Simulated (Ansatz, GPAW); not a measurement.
## A script for LiH (PBE in single-zeta orbitals)

These are simulated results from GPAW 26.7.0, not measurements. The cell was built from a prototype and was relaxed with r2SCAN in plane waves (Ansatz 0.2.0). Not every such cell is a known phase. All runs are without spin polarisation.

The symmetry is Fm-3m (No. 225, cubic); conventional cell a = 4.006 Å, 8.04 Å³ an atom. Li has 6 H at 2.00 Å; H has 6 Li at 2.00 Å.

The basis is minimal: single zeta, one radial function for each shell that the log's basis lists. It describes the filled bands fairly and the empty ones poorly.

Input script:

```python
import json
from ase import Atoms
from gpaw import GPAW, PW, FermiDirac

atoms = Atoms(['Li', 'H'],
              cell=[[0.0, 2.002995, 2.002995], [2.002995, 0.0, 2.002995], [2.002995, 2.002995, 0.0]],
              scaled_positions=[[0.0, 0.0, 0.0], [0.5, 0.5, 0.5]],
              pbc=True)
calc = GPAW(mode='lcao', basis='sz(dzp)', h=0.2, xc='PBE', kpts={'size': (8, 8, 8), 'gamma': True},
            occupations=FermiDirac(0.02), maxiter=100, legacy_gpaw=True, txt='gpaw.txt')
atoms.calc = calc
res = {'energy': atoms.get_potential_energy(force_consistent=True)}
res['electrons'] = calc.get_number_of_electrons()
res['k'] = calc.get_ibz_k_points().tolist()
res['levels'] = [calc.get_eigenvalues(kpt=i).tolist() for i in range(len(res['k']))]
points = [[0.0, 0.0, 0.0], [0.5, 0.0, 0.5], [0.625, 0.25, 0.625], [0.375, 0.375, 0.75], [0.5, 0.5, 0.5], [0.5, 0.25, 0.75], [0.0, 0.5, 0.5]]
bands = calc.fixed_density(kpts=points, symmetry='off', txt='bands.txt')
res['points'] = [bands.get_eigenvalues(kpt=i).tolist() for i in range(len(points))]
json.dump(res, open('results.json', 'w'))
print('free energy (eV):', round(res['energy'], 5))
```

Command: `python run.py`. It took 4.3 s on 1 thread of Arm Neoverse V1 (shared host), peak memory 0.12 GiB.

The log gpaw.txt, trimmed of paths, versions and times, then the last line on the terminal. An iter line gives the energy in eV and the logarithms of the changes of orbitals (plane waves alone) and density (c: converged):

```
___ ___ ___ _ _ _
 |   |   |_  | | | |

 | | | | | . | | | |

 |__ |  _|___|_____|  26.7.0
 |___|_|

Input parameters:
  basis: sz(dzp)
  h: 0.2
  kpts: {gamma: True,
         size: (8, 8, 8)}
  maxiter: 100
  mode: lcao
  occupations: {fixmagmom: False,
                name: fermi-dirac,
                width: 0.02}
  xc: PBE

System changes: positions, numbers, cell, pbc, initial_charges, initial_magmoms

Initialize ...

species:
  Li:
    name:    Lithium
    Z:       3.0
    valence: 1
    core:    2
    charge:  0.0  # [|e|]
    compensation charges:
      type: gauss
      rc: 0.33  # [Å]
      lmax: 2
    cutoffs:
      filter: 1.91  # [Å]
      core: 2.55  # [Å]
    projectors
    | kind |    occ | energy [eV] | rcut [Å] |

    |------|--------|-------------|----------|

    |   2s |  1.000 |      -2.874 |    1.058 |

    |   2p |  0.000 |      -1.090 |    1.058 |

    |    s |        |      24.337 |    1.058 |

    LCAO basis set for Li:
      Name: sz(dzp)
      Number of radial functions: 1
      Number of spherical harmonics: 1
        l=0, rc=10.8906 Bohr: 2s-sz confined orbital
      Number of RI-basis functions 0

  H:
    name:    Hydrogen
    Z:       1.0
    valence: 1
    core:    0
    charge:  0.0  # [|e|]
    compensation charges:
      type: gauss
      rc: 0.15  # [Å]
      lmax: 2
    cutoffs:
      filter: 0.85  # [Å]
      core: 0.53  # [Å]
    projectors
    | kind |    occ | energy [eV] | rcut [Å] |

    |------|--------|-------------|----------|

    |   1s |  1.000 |      -6.494 |    0.476 |

    |    s |        |      20.717 |    0.476 |

    |    p |        |       0.000 |    0.476 |

    LCAO basis set for H:
      Name: sz(dzp)
      Number of radial functions: 1
      Number of spherical harmonics: 1
        l=0, rc=6.4219 Bohr: 1s-sz confined orbital
      Number of RI-basis functions 0

Reference energy: -215.277982  # eV

Spin-paired calculation

Convergence criteria:
 Maximum [total energy] change in last 3 cyles: 0.0005 eV / valence electron
 Maximum integral of absolute [dens]ity change: 0.0001 electrons / valence electron
 Maximum integral of absolute [eigenst]ate change: 4e-08 eV^2 / valence electron
 Maximum number of scf [iter]ations: 100
 (Square brackets indicate name in SCF output, whereas a 'c' in
 the SCF output indicates the quantity has converged.)

Symmetries present (total): 48

  ( 1  0  0)  ( 1  0  0)  ( 1  0  0)  ( 1  0  0)  ( 1  0 -1)  ( 1  0 -1)
  ( 1  0 -1)  ( 1 -1  0)  ( 0  1  0)  ( 0  0  1)  ( 1  0  0)  ( 1 -1  0)
  ( 1 -1  0)  ( 1  0 -1)  ( 0  0  1)  ( 0  1  0)  ( 1 -1  0)  ( 1  0  0)

  ( 1  0 -1)  ( 1  0 -1)  ( 1 -1  0)  ( 1 -1  0)  ( 1 -1  0)  ( 1 -1  0)
  ( 0  1 -1)  ( 0  0 -1)  ( 1  0  0)  ( 1  0 -1)  ( 0 -1  1)  ( 0 -1  0)
  ( 0  0 -1)  ( 0  1 -1)  ( 1  0 -1)  ( 1  0  0)  ( 0 -1  0)  ( 0 -1  1)

  ( 0  1  0)  ( 0  1  0)  ( 0  1  0)  ( 0  1  0)  ( 0  1 -1)  ( 0  1 -1)
  ( 1  0  0)  ( 0  1 -1)  ( 0  0  1)  (-1  1  0)  ( 1  0 -1)  ( 0  1  0)
  ( 0  0  1)  (-1  1  0)  ( 1  0  0)  ( 0  1 -1)  ( 0  0 -1)  (-1  1  0)

  ( 0  1 -1)  ( 0  1 -1)  ( 0  0  1)  ( 0  0  1)  ( 0  0  1)  ( 0  0  1)
  ( 0  0 -1)  (-1  1  0)  ( 1  0  0)  ( 0  1  0)  ( 0 -1  1)  (-1  0  1)
  ( 1  0 -1)  ( 0  1  0)  ( 0  1  0)  ( 1  0  0)  (-1  0  1)  ( 0 -1  1)

  ( 0  0 -1)  ( 0  0 -1)  ( 0  0 -1)  ( 0  0 -1)  ( 0 -1  1)  ( 0 -1  1)
  ( 1  0 -1)  ( 0  1 -1)  ( 0 -1  0)  (-1  0  0)  ( 1 -1  0)  ( 0  0  1)
  ( 0  1 -1)  ( 1  0 -1)  (-1  0  0)  ( 0 -1  0)  ( 0 -1  0)  (-1  0  1)

  ( 0 -1  1)  ( 0 -1  1)  ( 0 -1  0)  ( 0 -1  0)  ( 0 -1  0)  ( 0 -1  0)
  ( 0 -1  0)  (-1  0  1)  ( 1 -1  0)  ( 0  0 -1)  ( 0 -1  1)  (-1  0  0)
  ( 1 -1  0)  ( 0  0  1)  ( 0 -1  1)  (-1  0  0)  ( 1 -1  0)  ( 0  0 -1)

  (-1  1  0)  (-1  1  0)  (-1  1  0)  (-1  1  0)  (-1  0  1)  (-1  0  1)
  ( 0  1  0)  ( 0  1 -1)  (-1  0  1)  (-1  0  0)  ( 0  0  1)  ( 0 -1  1)
  ( 0  1 -1)  ( 0  1  0)  (-1  0  0)  (-1  0  1)  ( 0 -1  1)  ( 0  0  1)

  (-1  0  1)  (-1  0  1)  (-1  0  0)  (-1  0  0)  (-1  0  0)  (-1  0  0)
  (-1  1  0)  (-1  0  0)  ( 0  0 -1)  ( 0 -1  0)  (-1  1  0)  (-1  0  1)
  (-1  0  0)  (-1  1  0)  ( 0 -1  0)  ( 0  0 -1)  (-1  0  1)  (-1  1  0)

512 k-points: 8 x 8 x 8 Monkhorst-Pack grid + [1/16,1/16,1/16]
29 k-points in the irreducible part of the Brillouin zone
       k-points in crystal coordinates                weights
   0:     0.00000000    0.00000000    0.00000000          1/512
   1:     0.12500000    0.12500000    0.00000000          6/512
   2:     0.12500000    0.12500000    0.12500000          8/512
   3:     0.25000000    0.12500000    0.12500000         12/512
   4:     0.25000000    0.25000000    0.00000000          6/512
   5:     0.25000000    0.25000000    0.12500000         24/512
   6:     0.25000000    0.25000000    0.25000000          8/512
   7:     0.37500000    0.25000000   -0.37500000         24/512
   8:     0.37500000    0.25000000    0.12500000         24/512
   9:     0.37500000    0.25000000    0.25000000         24/512
          ...
  28:     0.50000000    0.50000000    0.50000000          4/512

Wave functions: LCAO
  Diagonalizer: Serial LAPACK
  Atomic Correction: dense with blas
  Data-type: complex

Occupation numbers: Fermi-Dirac:
  width: 0.0200  # eV

Eigensolver
   LCAO using direct dense diagonalizer

Densities:
  Coarse grid: 12*12*12 grid
  Fine grid: 24*24*24 grid
  Total Charge: 0.000000

Density mixing:
  Method: separate
  Backend: msr1
  Linear mixing parameter: 0.05
  old densities: 10
  Width of damping distribution: 1.1
  Damping of long wavelength oscillations: 20

Hamiltonian:
  XC and Coulomb potentials evaluated on a 24*24*24 grid
  Using the PBE Exchange-Correlation functional
  Interpolation: tri-quintic (5. degree polynomial)
  Poisson solver: FastPoissonSolver using
    Stencil: 12*3+1=37 point O(h^6) finite-difference Laplacian
    FFT axes: [np.int64(0), np.int64(1), np.int64(2)]
    FST axes: []

XC parameters: PBE with 2 nearest neighbor stencil

Memory estimate:
  Process memory now: 107.81 MiB
  Calculator: 4.45 MiB
    Density: 3.22 MiB
      Arrays: 0.34 MiB
      Localized functions: 2.62 MiB
      Mixer: 0.26 MiB
    Hamiltonian: 0.43 MiB
      Arrays: 0.22 MiB
      XC: 0.00 MiB
      Poisson: 0.00 MiB
      vbar: 0.21 MiB
    Wavefunctions: 0.80 MiB
      C [qnM]: 0.00 MiB
      S, T [2 x qmm]: 0.00 MiB
      P [aqMi]: 0.00 MiB
      BasisFunctions: 0.79 MiB
      Eigensolver: 0.00 MiB

Total number of cores used: 1

Number of atoms: 2
Number of atomic orbitals: 2
Number of bands in calculation: 2
Number of valence electrons: 2
Bands to converge: occupied
Positions:
   0 Li     0.000000    0.000000    0.000000    ( 0.0000,  0.0000,  0.0000)
   1 H      2.002995    2.002995    2.002995    ( 0.0000,  0.0000,  0.0000)

Unit cell:
           periodic     x           y           z      points  spacing
  1. axis:    yes    0.000000    2.002995    2.002995    12     0.1927
  2. axis:    yes    2.002995    0.000000    2.002995    12     0.1927
  3. axis:    yes    2.002995    2.002995    0.000000    12     0.1927

  Lengths:   2.832663   2.832663   2.832663
  Angles:   60.000000  60.000000  60.000000

Effective grid spacing dv^(1/3) = 0.2103

iter:   1    -5.740024        c
iter:   2    -5.696715        c -0.45
iter:   3    -5.365422        c -0.48
iter:   4    -5.364231        c -1.69
iter:   5    -5.364033        c -2.31
iter:   6    -5.364032c       c -3.68
iter:   7    -5.364032c       c -4.95c

Converged after 7 iterations.

Energy contributions relative to reference atoms: (reference = -215.277982)

Kinetic:         +9.876018
Potential:       -8.368571
External:        +0.000000
XC:              -6.824645
Entropy (-ST):   -0.000000
Local:           -0.046834
SIC:             +0.000000
--------------------------
Free energy:     -5.364032
Extrapolated:    -5.364032

Showing only first 2 kpts
 Kpt  Band  Eigenvalues  Occupancy
  0     0     -5.03783    2.00000
  0     1     17.35801    0.00000

  1     0     -4.64621    2.00000
  1     1     16.20623    0.00000

Fermi level: 1.75044

Gap: 4.627 eV
Transition (v -> c):
  (s=0, k=16, n=0, [0.50, 0.25, -0.25]) -> (s=0, k=28, n=1, [0.50, 0.50, 0.50])
Direct/indirect transitions are different
Direct gap: 6.861 eV
Transition at: (s=0, k=28, n=0, [0.50, 0.50, 0.50])

free energy (eV): -5.36403
```

The gap in the log is over the mesh alone; results.json adds the listed points. PBE in single-zeta orbitals gives a gap of 4.63 eV. On the same cell, plane-wave PBE (Ansatz, 10×10×10 k points and the special points) gives a gap of 2.98 eV and r2SCAN a gap of 3.63 eV; on shared hosts these took about 0.69 and 1.6 core-seconds on the 2-atom cell, against 4.3 for the script. Semilocal gaps usually lie below measured ones.
